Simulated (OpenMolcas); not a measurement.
**Ru⁵⁺ among point charges: CASSCF and CASPT2 levels and susceptibility**

Aim: the splitting of the states of Ru⁵⁺ in the field of 5 point charges, its lowest levels with spin-orbit coupling and its magnetic susceptibility.

Program: OpenMolcas 26.06. Level of theory: state-averaged CASSCF and CASPT2, spin-orbit coupling by RASSI with atomic mean-field integrals. These are calculated values, not measurements, unless marked.

## (1) The atom as given

```
Species                           : Ru⁵⁺ (ruthenium, Z = 44, 39 electrons)
Basis                             : ANO-RCC-VDZP [6s5p3d1f], 43 functions
Scalar Hamiltonian                : DKH2, point nucleus
Inactive shells                   : 1s 2s 2p 3s 3p 3d 4s 4p
Active space                      : 3 electrons in 5 orbitals (4d)
Some configurations of this space : 4d3
Orbitals                          : optimised for each spin and parity, averaged over all roots
```

Outer shells as boxes (Hund's rule):

4d3
```
4d [↑ ][↑ ][↑ ][  ][  ]
```

The ion sits among 5 point charges of -1.6 e arranged as a square pyramid (C4v), 2.07 Å from the ion, with the axial distance 2.463 Å.

The work runs as a chain of OpenMolcas steps in one folder; each step below is one input file. Labels, J, g values, rates, χT and fits are worked out afterwards by a script from the matrices that RASSI stores.

## (2) GATEWAY and SEWARD: basis and integrals

Input file a.inp:

```
&GATEWAY
Coord
1

Ru 0.0 0.0 0.0
Basis=ANO-RCC-VDZP
Group=NoSym
NoMove
AngMom=0.0 0.0 0.0
AMFI
XField
5 Angstrom 0
2.070000 0.000000 0.000000 -1.600000
0.000000 2.070000 0.000000 -1.600000
-2.070000 0.000000 0.000000 -1.600000
0.000000 -2.070000 0.000000 -1.600000
0.000000 0.000000 2.463300 -1.600000
&SEWARD
```

Started as:

```console
OMP_NUM_THREADS=1 MOLCAS_MEM=1689 MOLCAS_PROJECT=a pymolcas a.inp > a.log
```

The log of the run:

```text
Basis set label: RU.ANO-RCC...6S5P3D1F.

      Electronic valence basis set:
      ------------------
      Associated Effective Charge  44.000000 au
      Associated Actual Charge     44.000000 au
      Nuclear Model: Point charge

      Shell  nPrim  nBasis  Cartesian Spherical Contaminant
         s      21       6        X
         p      18       5        X
         d      13       3                 X
         f       6       1                 X
                  Relativistic Douglas-Kroll-Hess integrals:
                    - DKH order of Hamiltonian: 2
                    - DKH order of Properties : 0
                  Atomic mean-field integrals
```

## (3) CASSCF: quartets, 10 roots

Input file a.inp:

```
&RASSCF
FileOrb=start.orb
Symmetry=1
Spin=4
nActEl=3 0 0
Inactive=18
Ras2=5
CIRoot=10 10 1
SDav=10
CIMx=300
Iter=120 100
PrWF=0.3
OrbListing=Nothing
MaxOrb=0
>>> COPY $Project.JobIph JOB001
```

Started as:

```console
OMP_NUM_THREADS=1 MOLCAS_MEM=1689 MOLCAS_PROJECT=a pymolcas a.inp > a.log
```

start.orb holds the contracted functions of the basis, ordered by shell, or the orbitals of the step before.

The log of the run, cut to the lines that bear on the results:

```text
[...]
      Number of active orbitals                  5
[...]
      Spin quantum number                      1.5
[...]
      Active orbitals                            5
[...]
      Number of CSFs                            10
      Number of root(s) required                10
[...]
      Convergence after  7 iterations
[...]
      Natural orbitals and occupation numbers for root  1
      sym 1:   1.000000   1.000000   0.000000   1.000000  -0.000000
      Natural orbitals and occupation numbers for root  2
      sym 1:   0.899224   0.100776   1.000000   0.899224   0.100776
      Natural orbitals and occupation numbers for root  3
      sym 1:   0.100776   0.899224   1.000000   0.100776   0.899224
::    RASSCF root number  1 Total energy:  -4531.66626975
::    RASSCF root number  2 Total energy:  -4531.66306781
::    RASSCF root number  3 Total energy:  -4531.66306781
[...]
::    RASSCF root number  7 Total energy:  -4531.64278107
::    RASSCF root number  8 Total energy:  -4531.59256260
::    RASSCF root number  9 Total energy:  -4531.56332505
::    RASSCF root number 10 Total energy:  -4531.56332505
```

## (4) Reference wave functions, doublets, 40 roots

Input file a.inp:

```
&RASSCF
FileOrb=start.orb
Symmetry=1
Spin=2
nActEl=3 0 0
Inactive=18
Ras2=5
CIRoot=40 40 1
SDav=40
CIMx=300
Iter=120 100
PrWF=0.3
OrbListing=Nothing
MaxOrb=0
>>> COPY $Project.JobIph JOB002
```

The log of the run, cut to the lines that bear on the results:

```text
[...]
      Number of active orbitals                  5
[...]
      Spin quantum number                      0.5
[...]
      Active orbitals                            5
[...]
      Number of CSFs                            40
      Number of root(s) required                40
[...]
      Convergence after  7 iterations
[...]
      Natural orbitals and occupation numbers for root  1
      sym 1:   0.129429   0.905612   0.905612   0.406161   0.653186
      Natural orbitals and occupation numbers for root  2
      sym 1:   0.113083   1.371349   0.836986   0.263086   0.415496
      Natural orbitals and occupation numbers for root  3
      sym 1:   0.113083   1.371349   0.836986   0.263086   0.415496
::    RASSCF root number  1 Total energy:  -4531.59172652
::    RASSCF root number  2 Total energy:  -4531.59149618
::    RASSCF root number  3 Total energy:  -4531.59149618
[...]
::    RASSCF root number 27 Total energy:  -4531.51951157
::    RASSCF root number 28 Total energy:  -4531.51903387
::    RASSCF root number 29 Total energy:  -4531.48978890
::    RASSCF root number 30 Total energy:  -4531.48308720
```

## (5) RASSI: spin-orbit coupling between the states

Input file a.inp:

```
&RASSI
NrOfJobIphs=2 10 40
1 2 3 4 5 6 7 8 9 10
1 2 3 4 5 6 7 8 9 10 11 12 13 14 15 16 17 18 19 20 21 22 23 24 25 26 27
28 29 30 31 32 33 34 35 36 37 38 39 40
IphNames
JOB001
JOB002
EJob
SpinOrbit
DIPRint=1.0
SOCoupling=1000.0
Subsets=2
Property=9
'ANGMOM' 1 'ANGMOM' 2 'ANGMOM' 3 'MLTPL  1' 1 'MLTPL  1' 2 'MLTPL  1' 3
'AMFI' 1 'AMFI' 2 'AMFI' 3
SOProperty=3
'ANGMOM' 1 'ANGMOM' 2 'ANGMOM' 3
```

Started as:

```console
OMP_NUM_THREADS=1 MOLCAS_MEM=1689 MOLCAS_PROJECT=a pymolcas a.inp > a.log
```

The log of the run:

```text
SPIN-FREE ENERGIES:
  (Shifted by EMIN (a.u.) =      -4531.6662697509)

 SF State       Relative EMIN(au)   Rel lowest level(eV)    D:o, cm**(-1)      L_eff

     1             0.0000000000        0.0000000000              0.0000         3.0
     2             0.0032019373        0.0871291525            702.7440         3.0
     3             0.0032019373        0.0871291525            702.7440         3.0
     4             0.0110858219        0.3016605805           2433.0567         2.5
     5             0.0190779270        0.5191368396           4187.1210         3.0
     6             0.0234886782        0.6391594943           5155.1690         3.0
     7             0.0234886782        0.6391594943           5155.1690         3.0
     8             0.0737071478        2.0056736673          16176.8491         1.8
    11             0.0745432261        2.0284245178          16360.3471         4.0
    12             0.0747735733        2.0346925848          16410.9024         3.8
    13             0.0747735733        2.0346925848          16410.9024         3.8
    14             0.0804056710        2.1879497689          17647.0050         4.8
    15             0.0807152910        2.1963749602          17714.9587         4.1
    16             0.0817017840        2.2232188017          17931.4689         4.6
    17             0.0817017840        2.2232188017          17931.4689         4.6
    18             0.0820070955        2.2315267519          17998.4771         4.3
    19             0.0884814801        2.4077037317          19419.4402         4.1
    20             0.0886036635        2.4110285090          19446.2564         3.8
    21             0.0886762687        2.4130041995          19462.1914         4.0
    22             0.0897964992        2.4434872238          19708.0536         4.0
    23             0.0897964992        2.4434872238          19708.0536         4.0
    24             0.0940594988        2.5594893518          20643.6738         3.9
    25             0.0975155722        2.6535338999          21402.1943         2.6
    26             0.0975155722        2.6535338999          21402.1943         2.6
     9             0.1029447041        2.8012681058          22593.7510         1.2
    10             0.1029447041        2.8012681058          22593.7510         1.2
    27             0.1126895031        3.0664375948          24732.4872         3.3
    28             0.1127111234        3.0670259134          24737.2323         3.5
    29             0.1156447694        3.1468544883          25381.0931         4.5
    30             0.1156447694        3.1468544883          25381.0931         4.5
    31             0.1170174923        3.1842081810          25682.3710         1.7
    32             0.1233133807        3.3555280316          27064.1588         3.8
    33             0.1282292987        3.4892969757          28143.0781         3.3
    34             0.1282292987        3.4892969757          28143.0781         3.3
    35             0.1351260970        3.6769684180          29656.7503         4.8
    36             0.1467581780        3.9934934659          32209.6970         4.4
    37             0.1467581780        3.9934934659          32209.6970         4.4
    38             0.1472358805        4.0064924139          32314.5406         3.6
    39             0.1764808509        4.8022885978          38733.0697         3.0
    40             0.1831825508        4.9846511431          40203.9228         3.0
Eigenvalues of complex Hamiltonian:
   -----------------------------------
  (Shifted by EMIN (a.u.) =      -4531.6662697509)

 SO State       Relative EMIN(au)   Rel lowest level(eV)    D:o, cm**(-1)     J-value

     1            -0.0105680966        0.0000000000              0.0000         1.0
     2            -0.0105680966        0.0000000000              0.0000         1.0
     3            -0.0063035779        0.1160434648            935.9537         1.8
     4            -0.0063035779        0.1160434648            935.9537         1.8
     5            -0.0035025458        0.1922634303           1550.7091         1.9
     6            -0.0035025458        0.1922634303           1550.7091         1.9
     7             0.0023389986        0.3512199523           2832.7800         2.2
     8             0.0023389986        0.3512199523           2832.7800         2.2
     9             0.0046990850        0.4154411748           3350.7590         3.2
    10             0.0046990850        0.4154411748           3350.7590         3.2
    11             0.0065028669        0.4645245792           3746.6434         2.6
    12             0.0065028669        0.4645245792           3746.6434         2.6
    13             0.0073651806        0.4879893327           3935.8994         2.1
    14             0.0073651806        0.4879893327           3935.8994         2.1
    15             0.0112858095        0.5946750785           4796.3780         2.6
    16             0.0112858095        0.5946750785           4796.3780         2.6
    17             0.0144574099        0.6809787212           5492.4638         2.5
    18             0.0144574099        0.6809787212           5492.4638         2.5
    19             0.0184761721        0.7903348136           6374.4802         2.7
    20             0.0184761721        0.7903348136           6374.4802         2.7
    21             0.0245887937        0.9566677196           7716.0455         2.6
    22             0.0245887937        0.9566677196           7716.0455         2.6
    23             0.0247626043        0.9613973464           7754.1925         3.3
    24             0.0247626043        0.9613973464           7754.1925         3.3
    25             0.0269765647        1.0216422780           8240.1007         3.7
    26             0.0269765647        1.0216422780           8240.1007         3.7
    27             0.0285961425        1.0657132367           8595.5569         3.9
    28             0.0285961425        1.0657132367           8595.5569         3.9
    29             0.0683423050        2.1472614145          17318.8313         3.4
    30             0.0683423050        2.1472614145          17318.8313         3.4
    31             0.0684880265        2.1512266994          17350.8135         2.7
    32             0.0684880265        2.1512266994          17350.8135         2.7
    33             0.0702666652        2.1996259245          17741.1795         3.1
    34             0.0702666652        2.1996259245          17741.1795         3.1
    35             0.0707365263        2.2124114977          17844.3021         3.3
    36             0.0707365263        2.2124114977          17844.3021         3.3
    37             0.0725112302        2.2607036488          18233.8046         3.6
    38             0.0725112302        2.2607036488          18233.8046         3.6
    39             0.0743800025        2.3115555340          18643.9527         3.6
    40             0.0743800025        2.3115555340          18643.9527         3.6
    41             0.0798887790        2.4614569790          19852.9894         2.6
Weights of the five most important spin-orbit-free states for each spin-orbit state.

 SO State  Total energy (au)           Spin-free states, spin, and weights
 -------------------------------------------------------------------------------------------------------
    1        -0.010568       1 1.5  0.3472    2 1.5  0.3030    3 1.5  0.3030    5 1.5  0.0102    7 1.5  0.0077
    2        -0.010568       1 1.5  0.3472    2 1.5  0.3030    3 1.5  0.3030    5 1.5  0.0102    6 1.5  0.0077
    3        -0.006304       1 1.5  0.6596    2 1.5  0.0918    3 1.5  0.0918    5 1.5  0.0674    4 1.5  0.0389
    4        -0.006304       1 1.5  0.6596    2 1.5  0.0918    3 1.5  0.0918    5 1.5  0.0674    4 1.5  0.0389
    5        -0.003503       3 1.5  0.4008    2 1.5  0.4008    1 1.5  0.1356    4 1.5  0.0197    6 1.5  0.0155
    6        -0.003503       3 1.5  0.4008    2 1.5  0.4008    1 1.5  0.1356    4 1.5  0.0197    6 1.5  0.0155
    7         0.002339       4 1.5  0.3558    3 1.5  0.1841    2 1.5  0.1841    1 1.5  0.1367    7 1.5  0.0585
    8         0.002339       4 1.5  0.3558    3 1.5  0.1841    2 1.5  0.1841    1 1.5  0.1367    6 1.5  0.0585
    9         0.004699       1 1.5  0.4484    2 1.5  0.2280    3 1.5  0.2280    5 1.5  0.0317    6 1.5  0.0213
   10         0.004699       1 1.5  0.4484    2 1.5  0.2280    3 1.5  0.2280    5 1.5  0.0317    6 1.5  0.0213
   11         0.006503       2 1.5  0.4178    3 1.5  0.4178    1 1.5  0.0636    5 1.5  0.0487    6 1.5  0.0186
   12         0.006503       2 1.5  0.4178    3 1.5  0.4178    1 1.5  0.0636    5 1.5  0.0487    6 1.5  0.0186
```

These steps: 14 s of run time, 1 thread of Intel Xeon Platinum 8375C at 2.90GHz (Ice Lake), shared host.

States without spin-orbit coupling:

```csv
state,degeneracy,E (cm-1),free-ion L (%)
quartet,1,0,F (100)
quartet,2,703,F (98)
quartet,1,2433,F (70)
quartet,1,4187,F (100)
quartet,2,5155,F (97)
quartet,1,16177,P (70)
doublet,1,16360,G (89)
doublet,2,16411,G (73)
doublet,1,17647,H (80)
doublet,1,17715,G (84)
doublet,2,17931,H (60)
doublet,1,17998,G (73)
doublet,1,19419,G (60)
doublet,1,19446,H (43)
doublet,1,19462,G (89)
doublet,2,19708,G (63)
doublet,1,20644,H (46)
doublet,2,21402,P (62)
quartet,2,22594,P (95)
doublet,1,24732,D (60)
doublet,1,24737,D (55)
doublet,2,25381,H (74)
doublet,1,25682,P (84)
doublet,1,27064,H (52)
```

With spin-orbit coupling:

| E (cm-1) | Degeneracy | 2S+1 | g |
| --- | --- | --- | --- |
| 0.0 | 2 | 4 | 0.75 1.74 1.74 |
| 936.0 | 2 | 4 | 0.48 0.48 3.21 |
| 1551 | 2 | 4 | 1.52 3.35 3.35 |
| 2833 | 2 | 4 | 2.13 3.22 3.22 |
| 3351 | 2 | 4 | 1.45 5.13 5.13 |
| 3747 | 2 | 4 | 2.22 3.27 3.27 |
| 3936 | 2 | 4 | 0.77 0.77 3.82 |
| 4796 | 2 | 4 | 1.67 1.67 2.50 |
| 5492 | 2 | 4 | 1.84 2.97 2.97 |
| 6374 | 2 | 4 | 1.84 1.84 5.27 |
| 7716 | 2 | 4 | 2.67 2.67 6.47 |
| 7754 | 2 | 4 | 2.33 4.48 4.48 |
| 8240 | 2 | 4 | 2.40 3.47 3.47 |
| 8596 | 2 | 4 | 1.91 5.79 5.79 |
| 17319 | 2 | 2 | 1.58 1.60 1.60 |
| 17351 | 2 | 2 | 0.07 0.07 4.46 |
| 17741 | 2 | 2 | 1.15 1.15 4.28 |
| 17844 | 2 | 2 | 0.48 0.64 0.64 |
| 18234 | 2 | 2 | 1.45 3.74 3.74 |
| 18644 | 2 | 2 | 0.06 3.70 3.70 |
| 19853 | 2 | 2 | 0.02 0.02 4.37 |
| 20002 | 2 | 2 | 1.97 2.79 2.79 |
| 20202 | 2 | 2 | 1.04 1.04 2.85 |
| 21017 | 2 | 2 | 0.24 3.97 3.97 |

The table of states holds 24 of 37 computed; the rest, higher up, is left out. Principal g values are given for doublets only; a zero marks a field direction without first-order Zeeman splitting.

Powder χT (cm³ K/mol): 0.21 at 2 K, 0.21 at 5 K, 0.21 at 10 K, 0.21 at 20 K, 0.22 at 50 K, 0.22 at 100 K, 0.23 at 150 K, 0.24 at 200 K, 0.25 at 250 K, 0.26 at 300 K.

Orbitals of the lowest block (energies include the constant potential of the surroundings):

```csv
shell,space,energy (hartree),mean occupation,⟨r²⟩ (bohr²)
1s,inactive,-817.4688,2.000,0.00147
2s,inactive,-121.0775,2.000,0.0248
2p,inactive,-108.3297,6.000,0.0196
3s,inactive,-23.1249,2.000,0.183
3p,inactive,-18.8130,6.000,0.186
3d,inactive,-11.8521,10.000,0.175
4s,inactive,-3.9619,2.000,1.16
4p,inactive,-2.6045,6.000,1.34
4d,RAS2,,3.000,2.01
```

[end of part 1 of 2]
